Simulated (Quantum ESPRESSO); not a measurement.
**SiTe6: band structure with LDA**

Crystal: SiTe6.

```
Si Te
1.0
     5.99508    0.00000    0.00000
     0.00000    5.99508    0.00000
     0.00000    0.00000    5.99508
Si Te
1 6
Direct
  0.00000 0.00000 0.00000
  0.19851 0.50000 0.50000
  0.50000 0.80149 0.50000
  0.50000 0.19851 0.50000
  0.80149 0.50000 0.50000
  0.50000 0.50000 0.19851
  0.50000 0.50000 0.80149
```

The cell was built by a generator and needn't be a form met in nature.

| Item | Value |
| --- | --- |
| Program | Quantum ESPRESSO 7.5 |
| Task | band structure |
| Functional | LDA |
| Potentials or basis | SSSP 1.3 efficiency PBE |
| Cutoff | 748 eV |
| Density cutoff | 5987 eV |
| k mesh | 5 × 5 × 5 |
| Occupations | cold, width 0.2 eV |
| Spin | no spin polarisation |
| Form of the LDA correlation | PZ81 |
| Mixing beta | 0.5 |
| Most SCF iterations | 120 |
| SCF threshold | 1.4e-09 Ry |

```yaml
Pressure: 51.5 GPa
Largest_force: 7.388 eV/Å
Band_gap_on_the_k_mesh: none (metal or under the smearing width)
```

Forces on the atoms (eV/Å):
```
Si   0.000  0.000  0.000
Te  -7.388  0.000  0.000
Te   0.000  7.388  0.000
Te   0.000 -7.388  0.000
Te   7.388  0.000  0.000
Te   0.000  0.000 -7.388
Te   0.000  0.000  7.388
```

Levels at the corners of the path, in eV from the Fermi level:
| point | band 17 | band 18 | band 19 | band 20 | band 21 | band 22 | band 23 | band 24 |
| --- | --- | --- | --- | --- | --- | --- | --- | --- |
| Γ | -2.99 | -0.38 | -0.38 | 0.21 | 0.21 | 0.21 | 1.72 | 1.72 |
| X | -0.51 | -0.51 | -0.49 | -0.29 | 0.07 | 0.07 | 1.23 | 1.23 |
| M | -0.53 | -0.48 | -0.34 | -0.33 | -0.33 | 0.87 | 1.06 | 1.06 |
| Γ | -2.99 | -0.38 | -0.38 | 0.21 | 0.21 | 0.21 | 1.72 | 1.72 |
| R | -0.79 | -0.72 | -0.72 | -0.72 | 0.01 | 0.01 | 0.01 | 1.26 |
| X | -0.51 | -0.51 | -0.49 | -0.29 | 0.07 | 0.07 | 1.23 | 1.23 |
| M | -0.53 | -0.48 | -0.34 | -0.33 | -0.33 | 0.87 | 1.06 | 1.06 |
| R | -0.79 | -0.72 | -0.72 | -0.72 | 0.01 | 0.01 | 0.01 | 1.26 |

Wall time 2.7 min on 1 thread of AMD EPYC 9R45 96-Core Processor (Zen 5) (shared host), peak memory 0.84 GiB.

Caveat: the potentials were made for another functional, which shifts forces and pressure; a pressure of tens of GPa on the cell as given is suspect, and the run, the potentials or the cell itself is likely at fault; some levels on the path didn't converge; spin-orbit coupling is left out, which moves the levels of the heavy elements.
